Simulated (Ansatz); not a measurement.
Geometry optimisation, DFT PBE, scalar-relativistic, plane waves, PAW (Ansatz).

input.yaml

```yaml
crystal:
  lattice:
    - [10.452452, 0.0, 0.0]
    - [5.226226, 9.052089, 0.0]
    - [0.0, 0.0, 20.467593]
  atoms:
    - { symbol: K, position: [0.0, 0.5, 0.2052218] }
    - { symbol: K, position: [0.1666667, 0.1666667, 0.1009791] }
    - { symbol: S, position: [0.0, 0.0, 0.0488577] }
    - { symbol: K, position: [0.0, 0.0, 0.2052218] }
    - { symbol: K, position: [0.1666667, 0.6666667, 0.1009791] }
    - { symbol: S, position: [0.0, 0.5, 0.0488577] }
    - { symbol: K, position: [0.5, 0.5, 0.2052218] }
    - { symbol: K, position: [0.6666667, 0.1666667, 0.1009791] }
    - { symbol: S, position: [0.5, 0.0, 0.0488577] }
    - { symbol: K, position: [0.5, 0.0, 0.2052218] }
    - { symbol: K, position: [0.6666667, 0.6666667, 0.1009791] }
    - { symbol: S, position: [0.5, 0.5, 0.0488577] }
    - { symbol: K, position: [0.6666667, 0.1666667, 0.4137073] }
    - { symbol: K, position: [0.8333333, 0.8333333, 0.3094646] }
    - { symbol: S, position: [0.6666667, 0.6666667, 0.2573432] }
    - { symbol: K, position: [0.6666667, 0.6666667, 0.4137073] }
    - { symbol: K, position: [0.8333333, 0.3333333, 0.3094646] }
    - { symbol: S, position: [0.6666667, 0.1666667, 0.2573432] }
    - { symbol: K, position: [0.1666667, 0.1666667, 0.4137073] }
    - { symbol: K, position: [0.3333333, 0.8333333, 0.3094646] }
    - { symbol: S, position: [0.1666667, 0.6666667, 0.2573432] }
    - { symbol: K, position: [0.1666667, 0.6666667, 0.4137073] }
    - { symbol: K, position: [0.3333333, 0.3333333, 0.3094646] }
    - { symbol: S, position: [0.1666667, 0.1666667, 0.2573432] }
    - { symbol: F, position: [0.5017362, 0.4984101, 0.5246143] }
    - { symbol: H, position: [0.5948021, 0.4626979, 0.5441574] }
basis:
  ecutwfc: 420.0
kpoints:
  mp_grid: { grid: [1, 1, 1] }
hamiltonian:
  xc: pbe
scf:
  occupations: { method: gaussian, width: 0.02 }
  lower_state_search: "off"
relax:
  f_tol: 0.03
  max_steps: 60
  adjacent_minimum: "off"
  constraints: [{ sites: [1, 2, 4, 5, 7, 8, 10, 11] }]
output:
  write_density: true
  write_potential: true
  elf: true
  volumetric_format: npy
```

Launched with:

```bash
$ ansatz run input.yaml --threads 4 --pin off --max-ram 10240MiB --backend cpu --events-out ev --progress --plain --runs-dir out
```

Where does it end, and by what steps?

The run converged. The force dipped under the threshold on the way, but the program's further checks kept it going. Limits of this set-up: coarse k mesh, slab without dipole correction, no dispersion correction for a molecule that may bind weakly. After 18 steps the energy has fallen by 1.399 eV; H26 moved furthest, 1.85 Å. Joined: K13–F25, K22–F25.

```tsv
step	energy less start (eV)	largest force component (eV/Å)	accepted
0	0.0000	1.055	yes
1	-0.8761	0.509	yes
2	-1.2527	0.493	yes
3	-1.2969	0.461	yes
4	-1.3195	0.331	yes
5	-1.3343	0.055	yes
6	-1.3411	0.072	yes
7	-1.3458	0.079	yes
8	-1.3514	0.190	yes
9	-1.3497	0.460	no
10	-1.3568	0.073	yes
11	-1.3624	0.165	yes
12	-1.3674	0.318	yes
13	-1.3773	0.263	yes
14	-1.3831	0.049	yes
15	-1.3938	0.023	yes
16	-1.3969	0.060	yes
17	-1.3982	0.015	yes
18	-1.3993	0.020	yes
```

```xyz
26
Lattice="10.4525 0.0000 0.0000 5.2262 9.0521 0.0000 0.0000 0.0000 20.4676" Properties=species:S:1:pos:R:3
K 2.564 4.510 4.096
K 2.613 1.509 2.067
S 0.000 0.000 1.000
K -0.008 0.051 4.096
K 5.226 6.035 2.067
S 2.613 4.526 1.000
K 7.836 4.530 4.089
K 7.839 1.509 2.067
S 5.226 0.000 1.000
K 5.278 -0.030 4.077
K 10.452 6.035 2.067
S 7.839 4.526 1.000
K 7.747 1.410 8.676
K 13.176 7.481 6.102
S 10.485 6.098 5.611
K 10.522 6.155 8.677
K 10.332 3.087 6.147
S 7.802 1.449 5.608
K 2.250 1.718 8.716
K 7.877 7.624 6.028
S 5.325 5.981 5.706
K 5.750 5.737 8.724
K 5.177 2.950 6.018
S 2.507 1.571 5.651
F 8.153 4.187 9.319
H 9.082 3.784 9.394
```

Whether the end is a true minimum wasn't checked by a vibrational analysis.

The run took 4.9 min on 4 threads of Arm Neoverse V2, with other jobs on the host, peak memory 1.4 GiB.
